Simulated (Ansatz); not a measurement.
# AlF2H5OSi: the cost of one run

All numbers below are computed with Ansatz 0.2.0 (RHF/6-31G*).

## 1. The starting structure

Bond lengths: Al1–O2 2.130 Å, O2–H3 1.010 Å, Al1–F4 1.690 Å, Al1–F5 1.690 Å, Al1–Si6 2.620 Å, Si6–H7 1.460 Å, Si6–H8 1.460 Å, Si6–H9 1.460 Å, Si6–H10 1.683 Å. Angles (14 of 17 angles, heavy atoms first): O2–Al1–F4 120.0°, O2–Al1–F5 120.0°, O2–Al1–Si6 71.6°, F4–Al1–F5 120.0°, F4–Al1–Si6 96.8°, F5–Al1–Si6 101.3°, Al1–O2–H3 109.5°, Al1–Si6–H7 109.5°, Al1–Si6–H8 109.5°, Al1–Si6–H9 109.5°, Al1–Si6–H10 61.5°, H7–Si6–H8 109.4°, H7–Si6–H9 109.4°, H7–Si6–H10 53.6°.

As a file:

```xyz
10

Al    0.0000    0.0000    0.0000
O     0.0000    0.0000    2.1300
H    -0.9095   -0.2814    2.4671
F     1.4635    0.0000   -0.8450
F    -1.4635    0.0000   -0.8450
Si    0.1174    2.4836    0.8261
H     0.6937    2.5244    2.1670
H     0.9517    3.2614   -0.0852
H    -1.2275    3.0508    0.8577
H     0.0594    1.2570    1.9764
```

## 2. Pulling towards end A

Springs on the bonds that form and break draw the guess towards this end; the thresholds are loose.

Input file input.yaml:

```yaml
crystal:
  periodic: [false, false, false]
  atoms:
    - { symbol: Al, position_ang: [0.0, 0.0, 0.0] }
    - { symbol: O, position_ang: [0.0, 0.0, 2.13] }
    - { symbol: H, position_ang: [-0.9095, -0.2814, 2.4671] }
    - { symbol: F, position_ang: [1.4635, 0.0, -0.845] }
    - { symbol: F, position_ang: [-1.4635, 0.0, -0.845] }
    - { symbol: Si, position_ang: [0.1174, 2.4836, 0.8261] }
    - { symbol: H, position_ang: [0.6937, 2.5244, 2.167] }
    - { symbol: H, position_ang: [0.9517, 3.2614, -0.0852] }
    - { symbol: H, position_ang: [-1.2275, 3.0508, 0.8577] }
    - { symbol: H, position_ang: [0.0594, 1.257, 1.9764] }
basis:
  gaussian: { orbitals: "6-31G*" }
hamiltonian:
  xc: hf
relax:
  f_tol: 0.15
  max_steps: 25
  restrain:
    - { distance: [0, 5], at: 3.52, k: 30.0 }
    - { distance: [9, 1], at: 2.21, k: 30.0 }
    - { distance: [0, 1], at: 1.78, k: 30.0 }
    - { distance: [9, 5], at: 1.46, k: 30.0 }
```

Started as:

```sh
ansatz run input.yaml --threads 1 --pin off --max-ram 2048MiB --backend cpu --events-out ev --progress --plain --runs-dir out
```

**Question.** How long does this run take on 1 thread of Arm Neoverse V1, shared host, and how much memory does it need?

About 54 s, with a peak of 0.18 GiB.
